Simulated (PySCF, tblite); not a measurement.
**C₆H₈BClF₂: geometry, infrared bands and NMR shifts**

What infrared bands and NMR shifts should C₆H₈BClF₂ (`C=C(Cl)CCC(=C)B(F)F`) show?

Programs: tblite 0.8.0 and PySCF 2.14.0, with density-fitted response routines of our own. Each step states its level of theory. These are calculated values for one molecule in the gas phase, unless marked as measured. Atoms count from 0, in the outputs and in this text.

### 1 Starting geometry

18 atoms, charge 0, multiplicity 1; geometry from: force field or distance geometry start.

Bonds of the start (Å): C0–C1 1.34, C1–Cl2 1.77, C1–C3 1.50, C3–C4 1.55, C4–C5 1.51, C5–C6 1.34, C5–B7 1.57, B7–F8 1.45, B7–F9 1.44, C0–H10 1.09, C0–H11 1.07, C3–H12 1.10, C3–H13 1.12, C4–H14 1.10, C4–H15 1.12, C6–H16 1.09, C6–H17 1.09.

### 2 Relaxing the molecule with GFN2-xTB

The job: settings as JSON, then the geometry in Å.

```
{"job": {"kind": "relax", "xc": "GFN2-xTB", "basis": "xTB"}, "charge": 0, "multiplicity": 1}
C      2.655900     0.911400    -1.045000
C      1.989400    -0.248400    -1.033100
Cl     2.898200    -1.750100    -1.273400
C      0.502100    -0.301300    -0.830300
C      0.125700     0.025300     0.633700
C     -1.373200    -0.060000     0.821200
C     -1.936400    -1.218600     1.173100
B     -2.260200     1.212600     0.549500
F     -3.697000     1.138500     0.704800
F     -1.665100     2.444000     0.112000
H      2.114300     1.850400    -0.910000
H      3.717100     0.938600    -1.199700
H      0.002500     0.401300    -1.511400
H      0.144700    -1.332500    -1.066100
H      0.640500    -0.667400     1.319200
H      0.476900     1.051300     0.894300
H     -1.330500    -2.104400     1.346800
H     -3.013600    -1.317500     1.302800
```

Started as:

```console
OMP_NUM_THREADS=1 python probes_run.py task.json out
```

One launch serves the whole session: the jobs run in the order shown.

**Question.** This job is followed by: GFN2-xTB harmonic vibrations, gas phase; GIAO PBE0/pcSseg-1 NMR shielding, non-relativistic, gas phase. What will the session give for the following? strongest single infrared mode (GFN2-xTB); zero-point energy (GFN2-xTB); 13C shifts against TMS (PBE0/pcSseg-1); 1H shifts against TMS (PBE0/pcSseg-1, means over atoms taken as alike); 35Cl shifts against HCl (PBE0/pcSseg-1); 11B shifts against BF3·OEt2 (PBE0/pcSseg-1); 19F shifts against CFCl3 (PBE0/pcSseg-1, means over atoms taken as alike); surface potential, 1st and 99th percentile.

As calculated:

| quantity | value |
| --- | --- |
| strongest single infrared mode (GFN2-xTB) | 1317 cm⁻¹, 245 km/mol |
| zero-point energy (GFN2-xTB) | 81.2 kcal/mol |
| 13C shifts against TMS (PBE0/pcSseg-1) | 156.5, 149.6, 146.6, 118.7, 45.8, 42.5 ppm |
| 1H shifts against TMS (PBE0/pcSseg-1, means over atoms taken as alike) | 6.64, 6.63, 5.53, 5.42, 2.54, 2.34 ppm |
| 35Cl shifts against HCl (PBE0/pcSseg-1) | 248 ppm |
| 11B shifts against BF3·OEt2 (PBE0/pcSseg-1) | 22.9 ppm |
| 19F shifts against CFCl3 (PBE0/pcSseg-1, means over atoms taken as alike) | -88.4 ppm |
| surface potential, 1st and 99th percentile | -0.69 V and 1.53 V |

What this shows: Over 72 steps the energy fell by 0.677 eV; of the close pairs, B7–F8 changed most, 1.447 to 1.320 Å. All 48 modes are real, so the xTB geometry is a minimum. The strongest single mode, at 1317 cm⁻¹, moves mainly B7 and C5. GFN2-xTB is a fitted tight-binding method: band positions and strengths are rough. Its intensities can rank the bands wrongly. At PBE0/pcSseg-1: The largest span, 491 ppm, is at Cl2, where the paramagnetic term is -444 ppm. By nearest atom (PBE0/pcSseg-1), the HOMO sits on C0 33 %; Cl2 26 % and the LUMO on C6 27 %; B7 26 %.
